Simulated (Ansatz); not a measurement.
**Trimethylindium (TMIn) (C₃H₉In): one species, many methods**

An exercise on one series of results from a longer session: the logs are not shown, and one member is left open.

The runs use Ansatz 0.2.0, Gaussian basis; functionals in def2-TZVPP, the program's frozen cores in correlated methods.

Plan: LDA (SPW92), PBE-D4, revPBE-D4, BLYP-D4, r2SCAN-D4, B97M-V, PBE0-D4, B3LYP-D4, r2SCANh-D4, r2SCAN0-D4, HSE06-D4, BHLYP-D4, CAM-B3LYP-D4, LC-ωPBE, ωB97X-V, ωB97M-V, B2PLYP, PBE-QIDH; CCSD(T)/def2-SVP; CCSD(T)/def2-TZVPP; MP2/def2-QZVPP; extrapolation to the limit; RPA on PBE.

### Structure used throughout

An earlier PBE0-D4 in a triple-zeta def2 set relaxation fixed the geometry. In takes the def2 core potential; no spin-orbit term is included.

SMILES `[CH3][In]([CH3])[CH3]`, 13 atoms, charge 0, spin multiplicity 1.

Atoms are counted from 1 here; the program's logs count them from 0.

Bond lengths: C1–In2 2.164 Å, C1–H5 1.091 Å, C1–H6 1.094 Å, C1–H7 1.091 Å, In2–C3 2.164 Å, In2–C4 2.164 Å, C3–H8 1.091 Å, C3–H9 1.091 Å, C3–H10 1.094 Å, C4–H11 1.091 Å, C4–H12 1.094 Å, C4–H13 1.091 Å. Angles: In2–C1–H5 111.3°, In2–C1–H6 109.3°, In2–C1–H7 111.3°, H5–C1–H6 107.8°, H5–C1–H7 109.2°, H6–C1–H7 107.8°, C1–In2–C3 120.0°, C1–In2–C4 120.1°, C3–In2–C4 119.9°, In2–C3–H8 111.3°, In2–C3–H9 111.4°, In2–C3–H10 109.2°, H8–C3–H9 109.2°, H8–C3–H10 107.8°, H9–C3–H10 107.8°, In2–C4–H11 111.4°, In2–C4–H12 109.3°, In2–C4–H13 111.3° and more.

As a file:

```mol
C3H9In
  3D, bonds by distance, orders not assigned

 13 12  0  0  0  0  0  0  0  0999 V2000
   -0.5062    1.8979   -0.9028 C   0  0
    0.0079   -0.0033   -0.0069 In  0  0
    1.4753   -0.0886    1.5810 C   0  0
   -0.9566   -1.8182   -0.6832 C   0  0
    0.3294    2.5980   -0.8537 H   0  0
   -1.3449    2.3394   -0.3570 H   0  0
   -0.8115    1.7770   -1.9433 H   0  0
    1.2764   -0.9182    2.2612 H   0  0
    1.5007    0.8425    2.1493 H   0  0
    2.4672   -0.2427    1.1466 H   0  0
   -1.2547   -1.7439   -1.7301 H   0  0
   -1.8587   -1.9908   -0.0893 H   0  0
   -0.3040   -2.6837   -0.5571 H   0  0
  1  2  8  0
  2  3  8  0
  2  4  8  0
  1  5  8  0
  1  6  8  0
  1  7  8  0
  3  8  8  0
  3  9  8  0
  3 10  8  0
  4 11  8  0
  4 12  8  0
  4 13  8  0
M  END
```

The first run:

Input file in.yaml:

```yaml
crystal:
  periodic: [false, false, false]
  atoms:
    - {symbol: C, position_ang: [-0.506159, 1.897919, -0.902757]}
    - {symbol: In, position_ang: [0.007933, -0.003272, -0.006865]}
    - {symbol: C, position_ang: [1.475278, -0.088563, 1.580970]}
    - {symbol: C, position_ang: [-0.956578, -1.818207, -0.683157]}
    - {symbol: H, position_ang: [0.329360, 2.597984, -0.853704]}
    - {symbol: H, position_ang: [-1.344905, 2.339395, -0.357024]}
    - {symbol: H, position_ang: [-0.811482, 1.777000, -1.943280]}
    - {symbol: H, position_ang: [1.276421, -0.918221, 2.261217]}
    - {symbol: H, position_ang: [1.500653, 0.842510, 2.149293]}
    - {symbol: H, position_ang: [2.467158, -0.242743, 1.146594]}
    - {symbol: H, position_ang: [-1.254680, -1.743940, -1.730087]}
    - {symbol: H, position_ang: [-1.858654, -1.990803, -0.089284]}
    - {symbol: H, position_ang: [-0.304041, -2.683658, -0.557116]}
basis:
  gaussian: {orbitals: def2-TZVPP}
hamiltonian: {xc: lda}
output: {orbitals: {seedname: orbitals}}
```

Started as:

```sh
$ ansatz run in.yaml --threads 2 --pin off --events-out ev --progress --plain --max-ram 32768MiB --backend cpu
```

Steps of the session up to this table: LDA; PBE-D4 (GGA); revPBE-D4 (GGA); BLYP-D4 (GGA); r2SCAN-D4 (meta-GGA); B97M-V (meta-GGA); B3LYP-D4 (hybrid); r2SCANh-D4 (hybrid); r2SCAN0-D4 (hybrid); HSE06-D4 (hybrid); BHLYP-D4 (hybrid); CAM-B3LYP-D4 (range-separated); LC-ωPBE (range-separated); ωB97X-V (range-separated); ωB97M-V (range-separated); B2PLYP (double hybrid); PBE-QIDH (double hybrid).

One table of the session follows, with a row left open; its other results are not shown here.

It belongs to the step «Orbital energies across the functionals». 

```
  functional  HOMO (eV)  gap (eV)
 LDA (SPW92)      -6.04      4.21
      PBE-D4      -5.86      4.28
   revPBE-D4      -5.79      4.33
     BLYP-D4      -5.71      4.14
   r2SCAN-D4      -6.07      4.78
      B97M-V      -6.10      4.54
     PBE0-D4      -7.00      6.16
    B3LYP-D4      -6.78      5.64
  r2SCANh-D4      -6.50      5.46
  r2SCAN0-D4      -7.15      6.47
    HSE06-D4      -6.60      5.41
    BHLYP-D4      -8.03      7.79
CAM-B3LYP-D4          ?         ?
     LC-ωPBE      -9.66     10.68
     ωB97X-V      -9.29     10.14
     ωB97M-V      -9.18      9.66
```

Q: Estimate the row for CAM-B3LYP-D4 from the others.

The run gave: HOMO (eV): -8.31; gap (eV): 8.22. In the column «HOMO (eV)» it lies between ωB97M-V (-9.18) and BHLYP-D4 (-8.03).
